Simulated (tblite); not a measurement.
# C5H8BFSe: the cost of one run

The runs use tblite 0.8.0 and PySCF 2.14.0, with density-fitted response routines of our own; the level of theory stands in each step. All values are computed, except where a source is named. Atoms count from 0, in the outputs and in this text.

## Step 1: The molecule as given

16 atoms, charge 0, multiplicity 1; geometry from: force field or distance geometry start.

Bonds of the start (Å): C0–C1 1.35, C1–B2 1.56, B2–C3 1.59, C3–C4 1.49, C4–C5 1.51, C5–F6 1.36, C5–Se7 1.97, Se7–C3 1.95, C0–H8 1.08, C0–H9 1.11, C1–H10 1.08, B2–H11 1.19, C3–H12 1.12, C4–H13 1.11, C4–H14 1.10, C5–H15 1.11.

## Step 2: Geometry optimisation with GFN2-xTB

What the job is given:

```
{"job": {"kind": "relax", "xc": "GFN2-xTB", "basis": "xTB"}, "charge": 0, "multiplicity": 1}
C      2.521100     0.281900     0.200100
C      1.757700     0.584900    -0.867000
B      0.422400    -0.209400    -0.984300
C     -0.257200    -0.635700     0.383000
C     -1.748200    -0.744300     0.380600
C     -1.810600     0.737800     0.105700
F     -3.032500     1.250000     0.429600
Se    -0.446500     0.940700     1.516800
H      3.467200     0.779800     0.367800
H      2.163200    -0.474800     0.922000
H      2.073000     1.323900    -1.586000
H      0.383800    -1.011100    -1.867100
H      0.220700    -1.514600     0.882000
H     -2.188300    -1.384800    -0.405800
H     -2.120200    -0.962200     1.393300
H     -1.413000     1.046900    -0.882100
```

On the command line:

```
> OMP_NUM_THREADS=1 python probes_run.py task.json out
```

One launch serves the whole session: the jobs run in the order shown.

**Question.** How long does this first job take on 1 thread of Arm Neoverse V1, shared host, and how much memory does it need?

About 1.1 s, with a peak of 0.18 GiB.
